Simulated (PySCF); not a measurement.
# [Eu(H2S)3]3+: other functionals and bases at one geometry

The task here is to estimate one member of a computed series from the others.

Computed with PySCF 2.14.0. Level: several levels, as the steps say, no spin–orbit coupling.

2 further runs of the same task are left out: 2 for a known fault of the program.

**The system as given**

10 atoms, charge 3, spin multiplicity 1.

Bond lengths: Eu1–S2 2.897 Å, Eu1–S5 2.891 Å, Eu1–S8 2.895 Å, S2–H3 1.368 Å, S2–H4 1.370 Å, S5–H6 1.368 Å, S5–H7 1.369 Å, S8–H9 1.368 Å, S8–H10 1.368 Å. Angles: S2–Eu1–S5 105.4°, S2–Eu1–S8 116.1°, S5–Eu1–S8 108.3°, Eu1–S2–H3 108.1°, Eu1–S2–H4 106.8°, H3–S2–H4 96.3°, Eu1–S5–H6 107.6°, Eu1–S5–H7 107.3°, H6–S5–H7 96.4°, Eu1–S8–H9 108.8°, Eu1–S8–H10 107.8°, H9–S8–H10 96.3°.

Geometry (Å):

```csv
atom,x (Å),y (Å),z (Å)
Eu1,0.0832,-0.0428,-0.8831
S2,2.7026,0.0221,0.3533
H3,2.8537,-1.1204,1.0905
H4,3.6086,-0.3066,-0.6199
S5,-1.2981,2.2909,0.1202
H6,-0.3516,3.2273,0.4362
H7,-1.8132,2.9548,-0.9606
S8,-1.5385,-2.3715,-0.3118
H9,-1.4038,-2.6888,1.0119
H10,-2.8430,-1.9650,-0.2368
```

Formal oxidation states: Eu +3. Each metal's 6 4f electrons lie in its core potential, so multiplicities, spins and levels count the valence alone. An earlier session relaxed this geometry at B3LYP, Eu lcecp-1-SVP with ECP52, S def2-SVP, H def2-SVP (singlet, point group C1).

At B3LYP on the finer grid: E = -1232.063918 Eh, HOMO -21.29 eV, LUMO -16.84 eV, Mulliken charge on Eu1 +1.59 e, largest force component 0.010 eV/Å. 

Levels to run: r2SCAN; CAM-B3LYP; PBE; revPBE; B3LYP, TZVP. Hardware: 2 threads of Arm Neoverse V1, shared host.

The first run:

File run.py (the lines that set the calculation):

```python
mol = gto.M(atom='''
Eu     0.08323    -0.04279    -0.88309
S      2.70256     0.02212     0.35334
H      2.85367    -1.12037     1.09054
H      3.60858    -0.30658    -0.61987
S     -1.29807     2.29086     0.12015
H     -0.35159     3.22727     0.43617
H     -1.81315     2.95477    -0.96062
S     -1.53847    -2.37154    -0.31178
H     -1.40376    -2.68875     1.01195
H     -2.84300    -1.96498    -0.23679''',
    basis={'Eu': 'lcecp-1-SVP', 'S': 'def2-SVP', 'H': 'def2-SVP'},
    ecp={'Eu': 'lcecp-1-SVP'},
    charge=3, spin=0)
mf = dft.RKS(mol, xc='R2SCAN')
mf.grids.atom_grid = (75, 302)  # f atoms: unpruned, at least (60, 302)
mf = mf.density_fit()  # fitting sets: Eu AutoAux, S def2-universal-JKFIT, H def2-universal-JKFIT
mf.conv_tol = 1e-08; mf.max_cycle = 55
mf.kernel(dm0)  # dm0: the density of the relaxed state
```

On the command line:

```bash
> OMP_NUM_THREADS=2 python run.py
```

Among the steps run: r2SCAN; CAM-B3LYP; PBE; revPBE; B3LYP, TZVP.

One of the session's tables, all rows but one given; the rest of the session is left out.

| level | HOMO (eV) | gap (eV) | charge on Eu1 (e) | dipole (D) | largest force component (eV/Å) |
| --- | --- | --- | --- | --- | --- |
| B3LYP (relaxed here) | -21.29 | 4.46 | 1.59 | 0.50 | 0.01 |
| r2SCAN | -20.66 | 3.57 | 1.66 | 0.51 | 0.13 |
| CAM-B3LYP | ? | ? | ? | ? | ? |
| PBE | -20.38 | 3.02 | 1.53 | 0.70 | 0.35 |
| revPBE | -20.35 | 3.07 | 1.57 | 0.65 | 0.27 |
| B3LYP, TZVP | -21.22 | 4.54 | 1.75 | 0.55 | 0.26 |

**Question.** Estimate the row for CAM-B3LYP.

The run gave: HOMO (eV): -22.82; gap (eV): 7.22; charge on Eu1 (e): 1.64; dipole (D): 0.43; largest force component (eV/Å): 0.15. In the column «HOMO (eV)» it is the lowest.

The dipole of a charged species depends on the origin, so these sizes hold for this origin alone.

In one basis the HOMO–LUMO gap runs from 3.02 eV (PBE) to 7.22 eV (CAM-B3LYP). The largest leftover force, 0.35 eV/Å with PBE, stands at a geometry relaxed at another level. With 4f in the core, its levels are missing from HOMO and gap, and its count is fixed, so no charge can pass from the ligands into it. Total energies of different levels can't be compared.
